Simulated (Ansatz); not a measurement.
# r2SCAN/6-31G(d) (spherical functions) run of AlSiNH6O (SMILES O[SiH2][NH][AlH2])

Aim: the vertical singlet–triplet gap of AlSiNH6O at r2SCAN/6-31G* (spherical functions), from 2 runs. 

Program for the calculation: Ansatz 0.2.0.

130 further runs of the same task are left out: 130 set aside as unsound or not needed. Runs told in other sessions of the task aren't counted.

## Step 1: The structure to begin with

AlSiNH6O: 10 atoms, total charge 0, spin state singlet. SMILES: `O[SiH2][NH][AlH2]`. The coordinates come from a PBE0-D4/def2-TZVP relaxation. This is one conformer, not always the lowest.

Bond lengths: O1–Si2 1.650 Å, Si2–N3 1.711 Å, N3–Al4 1.785 Å, O1–H5 0.958 Å, Si2–H6 1.486 Å, Si2–H7 1.491 Å, N3–H8 1.013 Å, Al4–H9 1.580 Å, Al4–H10 1.583 Å. Some angles: O1–Si2–N3 109.6°, Si2–N3–Al4 128.8°, O1–Si2–H6 111.3°, O1–Si2–H7 107.7°, N3–Si2–H6 106.5°, N3–Si2–H7 112.1°, Si2–O1–H5 117.1°, Si2–N3–H8 114.7°, Al4–N3–H8 116.5°, N3–Al4–H9 118.3°.

## Step 2: The energy at r2SCAN/6-31G(d) (spherical functions)

Input file job.yaml:

```yaml
crystal:
  periodic: [false, false, false]
  atoms:
    - {symbol: O, position_ang: [-1.817400, -0.693800, -1.056500]}
    - {symbol: Si, position_ang: [-0.576600, 0.373900, -0.851600]}
    - {symbol: N, position_ang: [0.693300, -0.382300, 0.009600]}
    - {symbol: Al, position_ang: [1.233300, -0.094800, 1.686300]}
    - {symbol: H, position_ang: [-2.399800, -0.547900, -1.803100]}
    - {symbol: H, position_ang: [-1.000200, 1.543800, -0.039500]}
    - {symbol: H, position_ang: [-0.142800, 0.831300, -2.203200]}
    - {symbol: H, position_ang: [1.159400, -1.127800, -0.493000]}
    - {symbol: H, position_ang: [0.508400, 1.030600, 2.525200]}
    - {symbol: H, position_ang: [2.425400, -0.984200, 2.228700]}
basis:
  gaussian: {orbitals: 6-31G_st_-spherical.json}
accuracy: high
output: {orbitals: {seedname: orbitals}}
hamiltonian: {xc: r2scan}
```

The basis set 6-31G* is read from a file made from the Basis Set Exchange's data (not shown).

On the command line:

```console
ansatz run job.yaml --threads 1 --pin off --max-ram 3480MiB --events-out events.jsonl --progress --plain --runs-dir runs
```

Standard output:

```text
Warning: RAYON_NUM_THREADS=1 ignored (pool sized by the plan → 1); use --threads N
Functional definition: r2SCAN
  name "r2SCAN"
  parameter k0 = 0.174
  parameter k1 = 0.065
  parameter a1 = 4.9479
  exchange = r2scan_x(k0 = k0, k1 = k1, a1 = a1)
  correlation = r2scan_c
1750 factors; integrals over basis functions are off by at most 4.4e-9 eV
mean field evaluation 1: about -18095.6867 eV, gradient 7.6e1 eV
mean field evaluation 2: about -18052.3819 eV, gradient 1.4e2 eV
mean field evaluation 4: about -18106.6821 eV, gradient 1.1e1 eV
mean field evaluation 8: about -18106.9304 eV, gradient 4.3e-1 eV
mean field evaluation 16: about -18106.9308 eV, gradient 2.2e-5 eV
mean field -18106.93084825 eV, -665.4174353546 hartree, gradient 3.1e-8 eV, S^2 0.000000; 0 other end points of the search recorded, 0 dependent functions left out
reference -18106.93084942 eV, -665.4174353977 hartree; 24, 24 occupied and 52, 52 virtual orbitals, 1750 factors
Total energy: -18106.93084942 eV, -665.4174353977 hartree
```

Run time: 11 s. Hardware: 1 thread of Arm Neoverse V2, shared host; peak memory 0.27 GiB.

## Step 3: The triplet

Input file input.yaml:

```yaml
basis:
  gaussian:
    orbitals: 6-31G_st_-spherical.json
crystal:
  periodic: [false, false, false]
  atoms:
    - {symbol: O, position_ang: [-1.817400, -0.693800, -1.056500]}
    - {symbol: Si, position_ang: [-0.576600, 0.373900, -0.851600]}
    - {symbol: N, position_ang: [0.693300, -0.382300, 0.009600]}
    - {symbol: Al, position_ang: [1.233300, -0.094800, 1.686300]}
    - {symbol: H, position_ang: [-2.399800, -0.547900, -1.803100]}
    - {symbol: H, position_ang: [-1.000200, 1.543800, -0.039500]}
    - {symbol: H, position_ang: [-0.142800, 0.831300, -2.203200]}
    - {symbol: H, position_ang: [1.159400, -1.127800, -0.493000]}
    - {symbol: H, position_ang: [0.508400, 1.030600, 2.525200]}
    - {symbol: H, position_ang: [2.425400, -0.984200, 2.228700]}
magnetization:
  spin_polarized: true
  initial_magnetization: 2
accuracy: high
output:
  orbitals: {seedname: orbitals}
hamiltonian:
  xc: {name: r2SCAN}
```

The basis set 6-31G* is read from a file made from the Basis Set Exchange's data (not shown).

On the command line:

```console
ansatz run input.yaml --threads 1 --pin off --max-ram 3480MiB --events-out events.jsonl --progress --plain --runs-dir runs
```

Standard output, cut to the lines that bear on the results:

```text
Warning: RAYON_NUM_THREADS=1 ignored (pool sized by the plan → 1); use --threads N
[... 7 set-up lines as earlier in the session ...]
1750 factors; integrals over basis functions are off by at most 4.4e-9 eV
mean field evaluation 1: about -18089.5602 eV, gradient 5.5e1 eV
mean field evaluation 2: about -18023.5968 eV, gradient 1.1e2 eV
mean field evaluation 4: about -18097.4236 eV, gradient 2.7e1 eV
mean field evaluation 8: about -18100.4536 eV, gradient 1.2e1 eV
mean field evaluation 16: about -18101.8096 eV, gradient 8.7e-4 eV
mean field evaluation 32: about -18101.5122 eV, gradient 7.5e-1 eV
mean field -18101.80961123 eV, -665.2292333656 hartree, gradient 2.8e-8 eV, S^2 2.006532; 6 other end points of the search recorded, 0 dependent functions left out
reference -18101.80961598 eV, -665.2292335399 hartree; 25, 23 occupied and 51, 53 virtual orbitals, 1750 factors
Total energy: -18101.80961598 eV, -665.2292335399 hartree
```

Wall time 43 s (1 thread of Arm Neoverse V2, shared host); peak memory 0.46 GiB.

## Step 4: Summary of results

At r2SCAN/6-31G* (spherical functions):

```
                                        quantity          value
                           singlet: total energy  -665.41744 Eh
                            singlet: HOMO energy       -6.76 eV
                            singlet: LUMO energy       -1.16 eV
                          singlet: HOMO–LUMO gap        5.59 eV
                           triplet: total energy  -665.22923 Eh
     triplet: HOMO energy (highest over α and β)       -2.31 eV
                                   triplet: ⟨S²⟩          2.007
vertical energy of the triplet above the singlet       5.121 eV
```

**Reading.** At this shape the triplet lies 5.12 eV (494 kJ/mol) above the singlet.
